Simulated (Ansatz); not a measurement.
**CH7N3Si (SMILES NC1(N)N[SiH2]1) at 6 levels**

Wanted: a comparison of 6 runs (HF/STO-3G, HF/3-21G, HF/def2-SVP, B2PLYP/def2-SVP, PBE0/def2-SVP, r2SCAN/def2-SVP) of CH7N3Si. 

Program for the calculation: Ansatz 0.2.0.

## 1. The molecule

CH7N3Si: 12 atoms, total charge 0, spin state singlet. As SMILES, `NC1(N)N[SiH2]1`. Geometry: relaxed at PBE0-D4/def2-TZVP. This is one conformer, not always the lowest.

Bond lengths: N1–C2 1.435 Å, C2–N3 1.433 Å, C2–N4 1.493 Å, C2–Si5 1.846 Å, N4–Si5 1.735 Å, N1–H6 1.018 Å, N1–H7 1.013 Å, N3–H8 1.012 Å, N3–H9 1.018 Å, N4–H10 1.013 Å, Si5–H11 1.480 Å, Si5–H12 1.482 Å. Some angles: N1–C2–N3 114.3°, N1–C2–N4 112.3°, N1–C2–Si5 115.3°, N3–C2–N4 117.0°, N3–C2–Si5 125.2°, N4–C2–Si5 61.5°, C2–N4–Si5 69.3°, C2–Si5–N4 49.2°, C2–N1–H6 110.0°, C2–N1–H7 109.4°.

## 2. Energy and gradient at HF/STO-3G (run 1)

File job.yaml:

```yaml
crystal:
  periodic: [false, false, false]
  atoms:
    - {symbol: "N", position_ang: [-0.698000, 1.342500, -0.217500]}
    - {symbol: C, position_ang: [0.086900, 0.193800, 0.132500]}
    - {symbol: N, position_ang: [1.188300, 0.476900, 1.004500]}
    - {symbol: "N", position_ang: [0.362400, -0.683200, -1.043700]}
    - {symbol: Si, position_ang: [-0.791200, -1.425500, 0.017800]}
    - {symbol: H, position_ang: [-0.139900, 1.989200, -0.771300]}
    - {symbol: H, position_ang: [-0.967600, 1.834500, 0.625700]}
    - {symbol: H, position_ang: [1.613600, -0.376400, 1.344400]}
    - {symbol: H, position_ang: [1.910000, 0.982800, 0.494400]}
    - {symbol: H, position_ang: [0.087600, -0.290500, -1.935700]}
    - {symbol: H, position_ang: [-2.237500, -1.426600, -0.294800]}
    - {symbol: H, position_ang: [-0.338000, -2.672700, 0.677600]}
basis:
  gaussian: {orbitals: STO-3G}
hamiltonian: {xc: hf}
accuracy: high
output: {forces: true, orbitals: {seedname: orbitals}}
```

Run with:

```console
$ ansatz run job.yaml --threads 1 --pin off --max-ram 2610MiB --events-out events.jsonl --progress --plain --runs-dir runs
```

Output (excerpt; [...] marks lines left out):

```text
Warning: RAYON_NUM_THREADS=1 ignored (pool sized by the plan → 1); use --threads N
Functional definition: HF
  name "HF"
[...]
812 factors; integrals over basis functions are off by at most 2.3e-9 eV
[...]
mean field -13285.31905024 eV, -488.2264699835 hartree, gradient 1.9e-8 eV, S^2 0.000000; 0 other end points of the search recorded, 0 dependent functions left out
[...]
reference -13285.31905024 eV, -488.2264699835 hartree; 24, 24 occupied and 12, 12 virtual orbitals, 812 factors
Total energy: -13285.31905024 eV, -488.2264699835 hartree
Atom 0 at    -0.698000     1.342500    -0.217500 Å, force    -1.376956     0.460135    -0.764785 eV/Å
Atom 1 at     0.086900     0.193800     0.132500 Å, force    -1.039285    -2.447064    -0.795805 eV/Å
Atom 2 at     1.188300     0.476900     1.004500 Å, force     0.421454     1.047724     1.409609 eV/Å
Atom 3 at     0.362400    -0.683200    -1.043700 Å, force     0.767250    -0.999170     0.490226 eV/Å
Atom 4 at    -0.791200    -1.425500     0.017800 Å, force    -0.819556    -0.734026     0.405325 eV/Å
Atom 5 at    -0.139900     1.989200    -0.771300 Å, force     0.513221     0.559845    -0.234818 eV/Å
Atom 6 at    -0.967600     1.834500     0.625700 Å, force    -0.183474     0.558228     0.743693 eV/Å
Atom 7 at     1.613600    -0.376400     1.344400 Å, force     0.454619    -0.774929     0.146465 eV/Å
Atom 8 at     1.910000     0.982800     0.494400 Å, force     0.600993     0.253889    -0.363388 eV/Å
Atom 9 at     0.087600    -0.290500    -1.935700 Å, force    -0.448964     0.577943    -0.726309 eV/Å
Atom 10 at    -2.237500    -1.426600    -0.294800 Å, force     1.556233     0.047561     0.325130 eV/Å
Atom 11 at    -0.338000    -2.672700     0.677600 Å, force    -0.445534     1.449863    -0.635342 eV/Å
Dipole moment:    -0.076960    -0.090726     0.010744 e Å
```

Run time: 1.5 s. Hardware: 1 thread of Arm Neoverse V1, shared host.

## 3. Energy and gradient at HF/3-21G (run 2)

File input.yaml:

```yaml
crystal:
  periodic: [false, false, false]
  atoms:
    - {symbol: N, position_ang: [-0.698000, 1.342500, -0.217500]}
    - {symbol: C, position_ang: [0.086900, 0.193800, 0.132500]}
    - {symbol: N, position_ang: [1.188300, 0.476900, 1.004500]}
    - {symbol: N, position_ang: [0.362400, -0.683200, -1.043700]}
    - {symbol: Si, position_ang: [-0.791200, -1.425500, 0.017800]}
    - {symbol: H, position_ang: [-0.139900, 1.989200, -0.771300]}
    - {symbol: H, position_ang: [-0.967600, 1.834500, 0.625700]}
    - {symbol: H, position_ang: [1.613600, -0.376400, 1.344400]}
    - {symbol: H, position_ang: [1.910000, 0.982800, 0.494400]}
    - {symbol: H, position_ang: [0.087600, -0.290500, -1.935700]}
    - {symbol: H, position_ang: [-2.237500, -1.426600, -0.294800]}
    - {symbol: H, position_ang: [-0.338000, -2.672700, 0.677600]}
basis:
  gaussian: {orbitals: 3-21G.json}
output: {forces: true, orbitals: {seedname: orbitals}}
hamiltonian: {xc: hf}
accuracy: high
```

The basis set 3-21G is read from a file made from the Basis Set Exchange's data (not shown).

Run with:

```console
$ ansatz run input.yaml --threads 1 --pin off --max-ram 2610MiB --events-out events.jsonl --progress --plain --runs-dir runs
```

Output (excerpt; [...] marks lines left out):

```text
Warning: RAYON_NUM_THREADS=1 ignored (pool sized by the plan → 1); use --threads N
[... 2 set-up lines as earlier in the session ...]
[...]
1628 factors; integrals over basis functions are off by at most 9.1e-9 eV
[...]
mean field -13373.59360308 eV, -491.4704999659 hartree, gradient 2.8e-8 eV, S^2 0.000000; 0 other end points of the search recorded, 0 dependent functions left out
[...]
reference -13373.59360308 eV, -491.4704999659 hartree; 24, 24 occupied and 39, 39 virtual orbitals, 1628 factors
Total energy: -13373.59360308 eV, -491.4704999659 hartree
Atom 0 at    -0.698000     1.342500    -0.217500 Å, force     0.058089     0.887416     0.158865 eV/Å
Atom 1 at     0.086900     0.193800     0.132500 Å, force     0.190194     0.264825     0.632376 eV/Å
Atom 2 at     1.188300     0.476900     1.004500 Å, force     0.862045    -0.255590    -0.181809 eV/Å
Atom 3 at     0.362400    -0.683200    -1.043700 Å, force     0.369160     0.545593    -1.642156 eV/Å
Atom 4 at    -0.791200    -1.425500     0.017800 Å, force    -1.219255    -1.493066     0.870672 eV/Å
Atom 5 at    -0.139900     1.989200    -0.771300 Å, force    -0.203861    -0.098261    -0.094455 eV/Å
Atom 6 at    -0.967600     1.834500     0.625700 Å, force    -0.226127    -0.169539    -0.182943 eV/Å
Atom 7 at     1.613600    -0.376400     1.344400 Å, force    -0.166271     0.249986     0.182158 eV/Å
Atom 8 at     1.910000     0.982800     0.494400 Å, force    -0.116353     0.070605     0.194071 eV/Å
Atom 9 at     0.087600    -0.290500    -1.935700 Å, force     0.467175    -0.115703     0.010600 eV/Å
Atom 10 at    -2.237500    -1.426600    -0.294800 Å, force     0.072657     0.006488     0.032013 eV/Å
Atom 11 at    -0.338000    -2.672700     0.677600 Å, force    -0.087452     0.107247     0.020608 eV/Å
Dipole moment:    -0.000095     0.097973    -0.046214 e Å
```

Wall time 2.3 s (1 thread of Arm Neoverse V1, shared host); peak memory 0.16 GiB.

Run 3 isn't shown in full; the table further down has it.

## 4. Energy and forces at B2PLYP/def2-SVP (run 4)

File in.yaml:

```yaml
crystal:
  periodic: [false, false, false]
  atoms:
    - symbol: N
      position_ang: [-0.698000, 1.342500, -0.217500]
    - symbol: C
      position_ang: [0.086900, 0.193800, 0.132500]
    - symbol: "N"
      position_ang: [1.188300, 0.476900, 1.004500]
    - symbol: N
      position_ang: [0.362400, -0.683200, -1.043700]
    - symbol: Si
      position_ang: [-0.791200, -1.425500, 0.017800]
    - symbol: H
      position_ang: [-0.139900, 1.989200, -0.771300]
    - symbol: H
      position_ang: [-0.967600, 1.834500, 0.625700]
    - symbol: H
      position_ang: [1.613600, -0.376400, 1.344400]
    - symbol: H
      position_ang: [1.910000, 0.982800, 0.494400]
    - symbol: H
      position_ang: [0.087600, -0.290500, -1.935700]
    - symbol: H
      position_ang: [-2.237500, -1.426600, -0.294800]
    - symbol: H
      position_ang: [-0.338000, -2.672700, 0.677600]
basis:
  gaussian:
    orbitals: def2-SVP
magnetization:
  spin_polarized: false
hamiltonian:
  xc: {name: B2PLYP}
correlation:
  frozen_orbitals: {C: 1, H: 0, "N": 1, Si: 5}
accuracy: high
output: {forces: true, orbitals: {seedname: orbitals}}
```

Run with:

```console
$ ansatz run in.yaml --threads 1 --pin off --max-ram 2610MiB --events-out events.jsonl --progress --plain --runs-dir runs
```

Output (excerpt; [...] marks lines left out):

```text
Warning: RAYON_NUM_THREADS=1 ignored (pool sized by the plan → 1); use --threads N
Functional definition: B2PLYP
  name "B2PLYP"
[...]
2644 factors; integrals over basis functions are off by at most 3.6e-9 eV
[...]
mean field -13474.59102276 eV, -495.1820866808 hartree, gradient 8.3e-8 eV, S^2 0.000000; 0 other end points of the search recorded, 0 dependent functions left out
9 core orbitals not correlated: weight in the atoms' cores, before any rotation towards them, 1.000 or more for the frozen orbitals, at most 0.000 for the correlated occupied ones
reference -13474.59104972 eV, -495.1820876714 hartree; 15, 15 occupied and 85, 85 virtual orbitals, 2644 factors
second order -24.82429001 eV of doubles, -0.00000000 eV of singles
[...]
Total energy: -13481.29360802 eV, -495.4284021458 hartree
Atom 0 at    -0.698000     1.342500    -0.217500 Å, force    -0.276673    -0.163792    -0.159703 eV/Å
[...]
Atom 2 at     1.188300     0.476900     1.004500 Å, force    -0.178184     0.154949     0.228266 eV/Å
Atom 3 at     0.362400    -0.683200    -1.043700 Å, force     0.326075     0.095494    -0.088257 eV/Å
Atom 4 at    -0.791200    -1.425500     0.017800 Å, force    -0.443150    -0.569446     0.259331 eV/Å
Atom 5 at    -0.139900     1.989200    -0.771300 Å, force     0.167527     0.170631    -0.084766 eV/Å
Atom 6 at    -0.967600     1.834500     0.625700 Å, force    -0.048338     0.146797     0.200492 eV/Å
Atom 7 at     1.613600    -0.376400     1.344400 Å, force     0.141217    -0.187107     0.063169 eV/Å
Atom 8 at     1.910000     0.982800     0.494400 Å, force     0.186120     0.069445    -0.149906 eV/Å
Atom 9 at     0.087600    -0.290500    -1.935700 Å, force    -0.022240     0.110346    -0.287326 eV/Å
Atom 10 at    -2.237500    -1.426600    -0.294800 Å, force     0.011378    -0.011737     0.030257 eV/Å
Atom 11 at    -0.338000    -2.672700     0.677600 Å, force    -0.052075     0.017879     0.000936 eV/Å
Dipole moment:     0.054783     0.124579    -0.063030 e Å
```

Wall time 56 s (1 thread of Arm Neoverse V1, shared host); peak memory 0.57 GiB.

Run 5 isn't shown in full; the table further down has it.

## 5. Energy and forces at r2SCAN/def2-SVP (run 6)

File input.yaml:

```yaml
basis:
  gaussian:
    orbitals: def2-SVP
crystal:
  periodic: [false, false, false]
  atoms:
    - symbol: "N"
      position_ang: [-0.698000, 1.342500, -0.217500]
    - symbol: C
      position_ang: [0.086900, 0.193800, 0.132500]
    - symbol: "N"
      position_ang: [1.188300, 0.476900, 1.004500]
    - symbol: N
      position_ang: [0.362400, -0.683200, -1.043700]
    - symbol: Si
      position_ang: [-0.791200, -1.425500, 0.017800]
    - symbol: H
      position_ang: [-0.139900, 1.989200, -0.771300]
    - symbol: H
      position_ang: [-0.967600, 1.834500, 0.625700]
    - symbol: H
      position_ang: [1.613600, -0.376400, 1.344400]
    - symbol: H
      position_ang: [1.910000, 0.982800, 0.494400]
    - symbol: H
      position_ang: [0.087600, -0.290500, -1.935700]
    - symbol: H
      position_ang: [-2.237500, -1.426600, -0.294800]
    - symbol: H
      position_ang: [-0.338000, -2.672700, 0.677600]
hamiltonian:
  xc: r2scan
accuracy: high
output: {forces: true, orbitals: {seedname: orbitals}}
```

Run with:

```console
$ ansatz run input.yaml --threads 1 --pin off --max-ram 2610MiB --events-out events.jsonl --progress --plain --runs-dir runs
```

Output (excerpt; [...] marks lines left out):

```text
Warning: RAYON_NUM_THREADS=1 ignored (pool sized by the plan → 1); use --threads N
Functional definition: r2SCAN
  name "r2SCAN"
[...]
2644 factors; integrals over basis functions are off by at most 3.6e-9 eV
[...]
mean field -13486.82507346 eV, -495.6316797512 hartree, gradient 7.2e-8 eV, S^2 0.000000; 0 other end points of the search recorded, 0 dependent functions left out
[...]
reference -13486.82507429 eV, -495.6316797816 hartree; 24, 24 occupied and 85, 85 virtual orbitals, 2644 factors
Total energy: -13486.82507429 eV, -495.6316797816 hartree
Atom 0 at    -0.698000     1.342500    -0.217500 Å, force    -0.279684    -0.306770    -0.179191 eV/Å
Atom 1 at     0.086900     0.193800     0.132500 Å, force     0.197000     0.316253    -0.009479 eV/Å
Atom 2 at     1.188300     0.476900     1.004500 Å, force    -0.312528     0.141489     0.240388 eV/Å
Atom 3 at     0.362400    -0.683200    -1.043700 Å, force     0.387152     0.040334    -0.027298 eV/Å
Atom 4 at    -0.791200    -1.425500     0.017800 Å, force    -0.370275    -0.464034     0.257450 eV/Å
Atom 5 at    -0.139900     1.989200    -0.771300 Å, force     0.204872     0.210138    -0.119760 eV/Å
Atom 6 at    -0.967600     1.834500     0.625700 Å, force    -0.053641     0.177966     0.254037 eV/Å
Atom 7 at     1.613600    -0.376400     1.344400 Å, force     0.171810    -0.253122     0.080570 eV/Å
Atom 8 at     1.910000     0.982800     0.494400 Å, force     0.236466     0.105872    -0.190524 eV/Å
Atom 9 at     0.087600    -0.290500    -1.935700 Å, force    -0.072576     0.132627    -0.342342 eV/Å
Atom 10 at    -2.237500    -1.426600    -0.294800 Å, force    -0.132378     0.015343    -0.012166 eV/Å
Atom 11 at    -0.338000    -2.672700     0.677600 Å, force     0.023783    -0.116096     0.048315 eV/Å
Dipole moment:     0.075399     0.153577    -0.070337 e Å
```

Wall time 25 s (1 thread of Arm Neoverse V1, shared host); peak memory 0.41 GiB.

## 6. All runs side by side

| run | level | frozen core orbitals | energy (Eh) | dipole moment (D) | HOMO energy (eV) | LUMO energy (eV) | wall time |
| --- | --- | --- | --- | --- | --- | --- | --- |
| 1 | HF/STO-3G | – | -488.226470 | 0.57 | -7.01 | 9.82 | 1.5 s |
| 2 | HF/3-21G | – | -491.470500 | 0.52 | -9.27 | 3.65 | 2.3 s |
| 3 | HF/def2-SVP | – | -493.921973 | 0.34 | -9.40 | 3.60 | 10 s |
| 4 | B2PLYP/def2-SVP | 9 | -495.428402 | 0.72 | -7.53 | 1.54 | 56 s |
| 5 | PBE0/def2-SVP | – | -495.419971 | 0.77 | -6.41 | 0.31 | 20 s |
| 6 | r2SCAN/def2-SVP | – | -495.631680 | 0.89 | -5.34 | -0.32 | 25 s |

## 7. Results

| quantity | value |
| --- | --- |
| run 6: total energy | -495.63168 Eh |
| run 6: dipole moment | 0.89 D |
| run 6: HOMO energy | -5.34 eV |
| run 6: LUMO energy | -0.32 eV |
| run 6: HOMO–LUMO gap | 5.02 eV |
| run 6: largest force on an atom | 0.647 eV/Å |

In words: The dipole moment (its size) runs from 0.34 D (HF/def2-SVP) to 0.89 D (r2SCAN/def2-SVP). The HOMO–LUMO gap runs from 5.02 eV (r2SCAN/def2-SVP) to 16.83 eV (HF/STO-3G). The two ends differ in method and basis. Totals of different functionals can't be ranked against each other. In run 1 the basis is minimal, so the values are rough. All runs together took 1.9 min, the longest 56 s.
